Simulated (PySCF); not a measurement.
# C6H11N2O+: magnetic properties

Aim: compute the magnetic properties of C6H11N2O+ (`CCOC[n+]1cc[nH]c1`).

Programs: PySCF 2.14.0, with routines of our own; each step states its level. All values are computed. Atoms count from 0.

### Step 1. The starting structure

20 atoms, charge 1, multiplicity 1; geometry from: GFN2-xTB.

### Step 2. Magnetic properties: GIAO KT3/pcSseg-1

What the job is given:

```
{"job": {"kind": "mag", "xc": "KT3", "basis": "pcSseg-1", "isotopologues": 0}, "charge": 1, "multiplicity": 1}
C      3.086219    -0.026335    -0.274741
C      1.836984    -0.145162     0.584594
O      0.923625    -1.147150     0.108648
C      0.194633    -0.831927    -1.004571
N     -1.070024    -0.165311    -0.622157
C     -1.810754     0.687799    -1.385672
C     -2.907471     1.034570    -0.656505
N     -2.807377     0.384488     0.535454
C     -1.691266    -0.338688     0.537279
H      2.866893     0.369827    -1.263491
H      3.553109    -1.000796    -0.384741
H      3.789208     0.643831     0.209884
H      1.322631     0.820730     0.666737
H      2.104049    -0.489951     1.584426
H     -0.066166    -1.767965    -1.515101
H      0.712786    -0.165271    -1.705302
H     -1.517669     0.983793    -2.372320
H     -3.722819     1.684838    -0.901247
H     -3.473754     0.441818     1.294623
H     -1.327983    -0.962461     1.332077
```

With the program's defaults for keys left out, this is: GIAO KT3/pcSseg-1 magnetisability, rotational g tensor and spin-rotation constants, non-relativistic, gas phase.

The run is started by

```bash
OMP_NUM_THREADS=1 python excited_run.py task.json out
```

The driver reads the jobs from task.json and runs them one after another.

Log:

```text
coarse grid: 16552 points
cycle   1  E = -426.0154209340  dE =  1.590e+00  |g| = 7.092e-01  |ddm| = 3.961e+00
cycle   2  E = -425.7322015790  dE =  2.832e-01  |g| = 1.360e+00  |ddm| = 2.045e+00
cycle   3  E = -426.1127537898  dE = -3.806e-01  |g| = 1.845e-01  |ddm| = 1.550e+00
cycle   4  E = -426.1186810861  dE = -5.927e-03  |g| = 9.039e-02  |ddm| = 2.025e-01
cycle   5  E = -426.1202253061  dE = -1.544e-03  |g| = 4.311e-02  |ddm| = 9.207e-02
cycle   6  E = -426.1206439002  dE = -4.186e-04  |g| = 9.947e-03  |ddm| = 3.837e-02
cycle   7  E = -426.1206678554  dE = -2.396e-05  |g| = 1.849e-03  |ddm| = 9.248e-03
cycle   8  E = -426.1206686322  dE = -7.768e-07  |g| = 5.870e-04  |ddm| = 1.931e-03
final grid: 159536 points
cycle   9  E = -426.1333298077  dE = -3.182e-04  |g| = 1.588e-02  |ddm| = 6.381e-02
cycle  10  E = -426.1332085636  dE =  1.212e-04  |g| = 3.012e-02  |ddm| = 3.368e-02
cycle  11  E = -426.1333710202  dE = -1.625e-04  |g| = 1.975e-03  |ddm| = 2.466e-02
cycle  12  E = -426.1333717269  dE = -7.067e-07  |g| = 9.798e-04  |ddm| = 2.567e-03
cycle  13  E = -426.1333719526  dE = -2.257e-07  |g| = 2.638e-04  |ddm| = 9.201e-04
cycle  14  E = -426.1333719692  dE = -1.653e-08  |g| = 8.274e-05  |ddm| = 2.695e-04
cycle  15  E = -426.1333719705  dE = -1.365e-09  |g| = 3.532e-05  |ddm| = 9.052e-05
cycle  16  E = -426.1333719708  dE = -2.887e-10  |g| = 9.860e-06  |ddm| = 3.349e-05
converged SCF energy = -426.1333719708

Magnetisability tensor (1e-30 J/T^2)
    -1285.40     -248.55     -146.89
     -248.55    -1491.68     -193.91
     -146.89     -193.91    -1199.28
isotropic -1325.46   principal values   -1762.42  -1125.17  -1088.78
isotropic susceptibility -79.821 1e-6 cm^3/mol

Inertial axes            a          b          c
rot. const./GHz      4.4021     0.8685     0.8209
chi total           -72.902    -66.345   -100.215
chi diamagnetic    -385.894  -1482.872  -1564.341
chi paramagnetic    312.991   1416.527   1464.126
quadrupole/D A       23.012     -3.679    -19.333
g nuclear            0.6322     0.5787     0.5820
g electronic        -0.6473    -0.5779    -0.5647
g total             -0.0151     0.0008     0.0173

Spin-rotation constants (kHz, H = +C I.J)
atom  isotope        aa         bb         cc
  4    14N        0.665      0.117      0.065
  7    14N        0.511      0.119      0.048
  9     1H       -0.442      0.002     -0.104
 10     1H       -0.264     -0.109     -0.032
 11     1H       -0.319     -0.106     -0.029
 12     1H       -0.211     -0.102     -0.023
 13     1H       -0.378      0.024     -0.099
 14     1H       -0.469     -0.097      0.044
 15     1H       -0.381     -0.001     -0.068
 16     1H       -0.495      0.073     -0.104
 17     1H        0.169     -0.083     -0.078
 18     1H       -0.155      0.000     -0.094
 19     1H       -0.320      0.029     -0.088
  0    13C*       0.613      0.128      0.102
  1    13C*       1.052      0.210      0.148
  2    17O*      -0.450     -0.105     -0.110
  3    13C*       0.983      0.199      0.208
  5    13C*       1.292      0.344      0.147
  6    13C*       1.440      0.316      0.147
  8    13C*       1.512      0.323      0.157
* in the singly substituted isotopologue
```

Run time: 71 s. Hardware: 1 thread of Arm Neoverse V1, shared host; peak memory 0.75 GiB.

In short:

```csv
quantity,value
magnetisability,-1325·10⁻³⁰ J/T²
molar susceptibility,-79.8·10⁻⁶ cm³/mol
"rotational g (a, b, c)","-0.0151, 0.0008, 0.0173"
```

Orbitals, density, ELF and potential are computed afterwards from the orbital file.

Frontier orbitals at KT3/pcSseg-1, with the share of their density that lies nearest to each atom:

```csv
orbital,energy (eV),lies on
HOMO,-10.83,O2 58 %; C0 9 %; C1 7 %
LUMO,-6.13,"C8 36 %; N4, N7 about 18 % each; H19 10 %"
```

ELF in a plane through or near 9 of the atoms.

Ten even steps from ' ' (0.00) to '@' (1.00):
```
                                                        
                                                        
                                                        
                                                        
              ::@@@@%%                  --++::          
              **@@@@@@::      ....    ..@@@@@@          
              ::@@@@@@::      ::====--**@@@@@@..        
                ##%%**==..    ==****##**@@@@**          
          ..::::**::==**--    ==**++##==++==..          
          ==**--%%%%++++..  --****  ::##%%==..          
          ==**==--**--..    ==####::==--..**##==        
          ::==##@@##    ::....==##--++%%--%%@@%%::      
            ++@@@@@@  --%%**  ..++::::##==**%%**        
            **@@@@@@  ++@@##  ..%%@@##==....::..        
            ..##%%--  ..**::  ==@@@@@@++                
                              ==@@@@@@++                
                                ==##==                  
                                                        
                                                        
                                                        
```
The map spans 13.1 Å across and 9.5 Å up, centred on the molecule. Atoms in the plane (x, y in Å): C0 (-3.1, -0.2), C1 (-1.9, 0.7), C5 (1.9, -1.1), C6 (3.0, -0.4), N7 (2.8, 0.9), H9 (-2.8, -1.2), H13 (-2.2, 1.8), H16 (1.7, -2.2), H18 (3.5, 1.6).

On the surface of density 0.002 e/bohr³ the electrostatic potential runs, from the 1st to the 99th percentile, from 2.43 V near O2 to 6.36 V near H18.

### Step 3. Magnetic properties: common gauge origin KT3/3-21G

Settings changed since step 2:

```diff
@@ -1,2 +1,2 @@
-{"job": {"kind": "mag", "xc": "KT3", "basis": "pcSseg-1", "isotopologues": 0}, "charge": 1, "multiplicity": 1}
+{"job": {"kind": "mag", "xc": "KT3", "basis": "3-21G", "gauge": [0, 0, 0]}, "charge": 1, "multiplicity": 1}
 C      3.086219    -0.026335    -0.274741
```

Level: common gauge origin KT3/3-21G magnetisability, rotational g tensor and spin-rotation constants, non-relativistic, gas phase.

Log:

```text
coarse grid: 16552 points
cycle   1  E = -423.7709783865  dE =  1.474e+00  |g| = 6.154e-01  |ddm| = 4.386e+00
cycle   2  E = -423.5417870996  dE =  2.292e-01  |g| = 1.218e+00  |ddm| = 2.433e+00
cycle   3  E = -423.8497141336  dE = -3.079e-01  |g| = 1.348e-01  |ddm| = 1.775e+00
cycle   4  E = -423.8527012430  dE = -2.987e-03  |g| = 7.983e-02  |ddm| = 2.267e-01
cycle   5  E = -423.8540082264  dE = -1.307e-03  |g| = 3.324e-02  |ddm| = 1.016e-01
cycle   6  E = -423.8542773768  dE = -2.692e-04  |g| = 4.264e-03  |ddm| = 3.703e-02
cycle   7  E = -423.8542819934  dE = -4.617e-06  |g| = 1.405e-03  |ddm| = 6.212e-03
final grid: 159536 points
cycle   8  E = -423.8114822282  dE = -1.585e-04  |g| = 2.187e-02  |ddm| = 4.494e-02
cycle   9  E = -423.8112405751  dE =  2.417e-04  |g| = 4.148e-02  |ddm| = 6.354e-02
cycle  10  E = -423.8115696651  dE = -3.291e-04  |g| = 2.150e-03  |ddm| = 4.472e-02
cycle  11  E = -423.8115708191  dE = -1.154e-06  |g| = 6.935e-04  |ddm| = 2.985e-03
cycle  12  E = -423.8115709333  dE = -1.142e-07  |g| = 2.336e-04  |ddm| = 9.447e-04
cycle  13  E = -423.8115709457  dE = -1.247e-08  |g| = 8.115e-05  |ddm| = 3.228e-04
cycle  14  E = -423.8115709474  dE = -1.657e-09  |g| = 2.120e-05  |ddm| = 1.030e-04
cycle  15  E = -423.8115709475  dE = -1.195e-10  |g| = 5.421e-06  |ddm| = 2.863e-05
converged SCF energy = -423.8115709475

Magnetisability tensor (1e-30 J/T^2)
    -4252.05    -1784.72      571.50
    -1784.72   -13234.06      357.15
      571.50      357.15   -14414.37
isotropic -10633.49   principal values  -14635.30 -13378.00  -3887.18
isotropic susceptibility -640.364 1e-6 cm^3/mol

Inertial axes            a          b          c
rot. const./GHz      4.4021     0.8685     0.8209
chi total          -234.103   -880.895   -806.094
chi diamagnetic    -385.695  -1482.824  -1563.518
chi paramagnetic    151.592    601.930    757.424
quadrupole/D A       23.280     -3.155    -20.125
g nuclear            0.6322     0.5787     0.5820
g electronic        -0.3135    -0.2456    -0.2921
g total              0.3187     0.3331     0.2899

Spin-rotation constants (kHz, H = +C I.J)
atom  isotope        aa         bb         cc
  4    14N        0.385      0.019     -0.023
  7    14N        0.338      0.106      0.024
  9     1H       -0.210     -0.276     -0.258
 10     1H       -1.153      0.372      0.527
 11     1H        0.094      0.558      0.458
 12     1H       -0.405     -0.721     -0.642
 13     1H       -0.023      0.060      0.132
 14     1H        0.479     -0.228     -0.281
 15     1H       -0.666     -0.510     -0.296
 16     1H        1.163     -0.243     -0.093
 17     1H        0.164      0.891      0.484
 18     1H        0.876      0.671      0.549
 19     1H        0.688     -0.571     -0.367
  0    13C*       0.215      0.086      0.065
  1    13C*       0.443      0.052      0.023
  2    17O*      -0.444     -0.061     -0.055
  3    13C*       0.479     -0.031     -0.003
  5    13C*       0.921      0.170      0.023
  6    13C*       0.829      0.322      0.114
  8    13C*       1.032      0.062     -0.044
* in the singly substituted isotopologue
```

Wall time 14 s (1 thread of Arm Neoverse V1, shared host); peak memory 0.45 GiB.

A normal end doesn't make this result sound: a common gauge origin replaces GIAOs, so the magnetic properties depend on where the origin lies.

### Step 4. Summary of results

| quantity | value |
| --- | --- |
| magnetisability (step 2, GIAO KT3/pcSseg-1) | -1325·10⁻³⁰ J/T² |
| molar susceptibility (step 2, GIAO KT3/pcSseg-1) | -79.8·10⁻⁶ cm³/mol |
| rotational g (a, b, c) (step 2, GIAO KT3/pcSseg-1) | -0.0151, 0.0008, 0.0173 |
| runs | 0 failed, 1 ended on unsound input |

For an ion, the motion of the centre of mass in the field is left out. At KT3/pcSseg-1, counted by nearest atom on the grid, the HOMO lies on O2 58 %; C0 9 %, the LUMO on C8 36 %; N4, N7 about 18 % each. Vibrational averaging and real surroundings are missing from these values.
